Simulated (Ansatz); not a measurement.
# AlH3OSe (SMILES [OH][AlH][SeH]): functionals against CCSD(T) at one geometry

The atoms stand at a structure displaced at random from a GFN2-xTB minimum. How far do the functionals agree with CCSD(T) there?

The runs use Ansatz 0.2.0, Gaussian basis; single points in def2-TZVPP.

Cores are frozen in the correlated methods. Filled d shells of the heavier atoms are correlated.

## 1. The starting structure

6 atoms, charge 0, spin multiplicity 1.

Atoms are counted from 1 here; the program's logs count them from 0.

Bond lengths: O1–Al2 1.619 Å, O1–H4 1.002 Å, Al2–Se3 2.339 Å, Al2–H5 1.451 Å, Se3–H6 1.397 Å. Angles: Al2–O1–H4 173.2°, O1–Al2–Se3 118.4°, O1–Al2–H5 121.0°, Se3–Al2–H5 120.6°, Al2–Se3–H6 92.8°.

Coordinates:

```
O    -0.71760   -0.83780   -0.76820
Al    0.22080    0.45640   -0.51130
Se    0.98310    0.86250    1.66250
H    -1.31240   -1.59790   -1.03880
H     0.63320    1.31070   -1.60980
H     0.18590   -0.14800    2.20480
```

## 2. CCSD(T)/def2-TZVPP

run/in.yaml reads:

```yaml
crystal:
  periodic: [false, false, false]
  atoms:
    - {symbol: O, position_ang: [-0.717600, -0.837800, -0.768200]}
    - {symbol: Al, position_ang: [0.220800, 0.456400, -0.511300]}
    - {symbol: Se, position_ang: [0.983100, 0.862500, 1.662500]}
    - {symbol: H, position_ang: [-1.312400, -1.597900, -1.038800]}
    - {symbol: H, position_ang: [0.633200, 1.310700, -1.609800]}
    - {symbol: H, position_ang: [0.185900, -0.148000, 2.204800]}
basis:
  gaussian: {orbitals: def2-TZVPP}
correlation: {method: ccsd_t}
output: {forces: true}
```

No record of the launch command was kept for these runs.

## 3. PBE0-D4/def2-TZVPP

run/in.yaml: that of step 2 with these lines changed.

```diff
@@ -11,3 +11,3 @@
   gaussian: {orbitals: def2-TZVPP}
-correlation: {method: ccsd_t}
-output: {forces: true}
+hamiltonian: {xc: pbe0, dispersion: d4}
+output: {forces: true, orbitals: {seedname: orbitals}}
```

## 4. wB97M-V/def2-TZVPP

run/in.yaml: that of step 3 with these lines changed.

```diff
@@ -11,3 +11,3 @@
   gaussian: {orbitals: def2-TZVPP}
-hamiltonian: {xc: pbe0, dispersion: d4}
-output: {forces: true, orbitals: {seedname: orbitals}}
+hamiltonian: {xc: {name: wB97M-V}}
+output: {forces: true}
```

## 5. r2SCAN-D4/def2-TZVPP

run/in.yaml: that of step 4 with these lines changed.

```diff
@@ -11,3 +11,3 @@
   gaussian: {orbitals: def2-TZVPP}
-hamiltonian: {xc: {name: wB97M-V}}
+hamiltonian: {xc: r2scan, dispersion: d4}
 output: {forces: true}
```

## 6. PBE-D4/def2-TZVPP

run/in.yaml: that of step 5 with these lines changed.

```diff
@@ -11,3 +11,3 @@
   gaussian: {orbitals: def2-TZVPP}
-hamiltonian: {xc: r2scan, dispersion: d4}
+hamiltonian: {xc: pbe, dispersion: d4}
 output: {forces: true}
```

## 7. BLYP-D4/def2-TZVPP

run/in.yaml: that of step 6 with these lines changed.

```diff
@@ -11,3 +11,3 @@
   gaussian: {orbitals: def2-TZVPP}
-hamiltonian: {xc: pbe, dispersion: d4}
+hamiltonian: {xc: {name: BLYP}, dispersion: d4}
 output: {forces: true}
```

## 8. r2SCANh-D4/def2-TZVPP

run/in.yaml: that of step 7 with these lines changed.

```diff
@@ -11,3 +11,3 @@
   gaussian: {orbitals: def2-TZVPP}
-hamiltonian: {xc: {name: BLYP}, dispersion: d4}
+hamiltonian: {xc: {name: r2SCANh}, dispersion: d4}
 output: {forces: true}
```

(Steps that only read results are left out.)

What does the calculation give? Wanted: energy less free atoms, CCSD(T)/def2-TZVPP; RMS force component; RMS force error; HOMO and LUMO, PBE0-D4; T1 diagnostic.

The runs gave:

| quantity | value |
| --- | --- |
| energy less free atoms, CCSD(T)/def2-TZVPP | -424.8 kcal/mol |
| RMS force component | 1.457 to 1.508 eV/Å over the methods |
| RMS force error | PBE0-D4 0.068, wB97M-V 0.047, r2SCAN-D4 0.063, PBE-D4 0.192, BLYP-D4 0.222, r2SCANh-D4 0.063 eV/Å |
| HOMO and LUMO, PBE0-D4 | -7.07 and -0.51 eV |
| T1 diagnostic | 0.010 |

Against CCSD(T) the functionals' energies less atoms differ by -12.7 to -2.3 kcal/mol, PBE-D4 by -10.0 kcal/mol. A larger basis would deepen the CCSD(T) value, while the functionals are nearly converged already, so the order here is not reliable. The forces of wB97M-V come nearest to CCSD(T), those of BLYP-D4 are farthest. Frozen-core CCSD(T) forces in triple zeta carry basis errors of their own, and this is one geometry, so small gaps rank nothing.
